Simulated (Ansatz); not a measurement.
# CH₃GaO₃: basis-set convergence

The task here is to estimate one member of a computed series from the others.

Program: Ansatz 0.2.0, Gaussian basis. Level of theory: one geometry, several basis sets. These are calculated values, not measurements.

Plan: PBE0-D4/def2-SVP; ωB97M-V/def2-SVP; PBE0-D4/def2-QZVPP; ωB97M-V/def2-QZVPP; the functionals' def2-TZVPP values are taken from earlier runs.

## The relaxed structure

An earlier PBE0-D4 in a triple-zeta def2 set relaxation fixed the geometry.

SMILES `O=[CH][Ga]([OH])[OH]`, 8 atoms, charge 0, spin multiplicity 1.

Atoms are counted from 1 here; the program's logs count them from 0.

Bond lengths: O1–C2 1.202 Å, C2–Ga3 2.021 Å, C2–H6 1.114 Å, Ga3–O4 1.778 Å, Ga3–O5 1.782 Å, O4–H7 0.961 Å, O5–H8 0.960 Å. Angles: O1–C2–Ga3 119.4°, O1–C2–H6 119.9°, Ga3–C2–H6 120.7°, C2–Ga3–O4 121.8°, C2–Ga3–O5 122.1°, O4–Ga3–O5 116.0°, Ga3–O4–H7 113.5°, Ga3–O5–H8 113.7°.

Set-up of the first run:

The input, in.yaml:

```yaml
crystal:
  periodic: [false, false, false]
  atoms:
    - {symbol: O, position_ang: [-0.378661, 0.192172, 2.375883]}
    - {symbol: C, position_ang: [-0.089131, 0.845653, 1.409619]}
    - {symbol: Ga, position_ang: [0.057535, -0.058315, -0.392504]}
    - {symbol: O, position_ang: [0.481103, 0.846317, -1.863679]}
    - {symbol: O, position_ang: [-0.228629, -1.804437, -0.602938]}
    - {symbol: H, position_ang: [0.095157, 1.939014, 1.514692]}
    - {symbol: H, position_ang: [0.517335, 0.299491, -2.652524]}
    - {symbol: H, position_ang: [-0.454710, -2.259886, 0.211460]}
basis:
  gaussian: {orbitals: def2-SVP}
hamiltonian: {xc: pbe0, dispersion: d4}
output: {orbitals: {seedname: orbitals}}
```

Run with:

```bash
ansatz run in.yaml --threads 2 --pin off --events-out ev --progress --plain --max-ram 22528MiB --backend cpu
```

Steps of the session up to this table: PBE0-D4 in def2-SVP; ωB97M-V in def2-SVP; PBE0-D4 in def2-QZVPP; ωB97M-V in def2-QZVPP.

One table of the session follows, with a row left open; its other results are not shown here.

It belongs to the step «Functionals by basis». 

| functional | basis | HOMO (eV) | LUMO (eV) |
| --- | --- | --- | --- |
| PBE0-D4 | def2-SVP | -7.02 | -2.02 |
| PBE0-D4 | def2-TZVPP | ? | ? |
| PBE0-D4 | def2-QZVPP | -7.25 | -2.31 |
| ωB97M-V | def2-SVP | -9.26 | 0.21 |
| ωB97M-V | def2-TZVPP | -9.46 | -0.10 |
| ωB97M-V | def2-QZVPP | -9.52 | -0.22 |

**Question.** Estimate the row for PBE0-D4, def2-TZVPP.

The run gave: HOMO (eV): -7.20; LUMO (eV): -2.25. In the column «HOMO (eV)» it lies between PBE0-D4, def2-QZVPP (-7.25) and PBE0-D4, def2-SVP (-7.02).
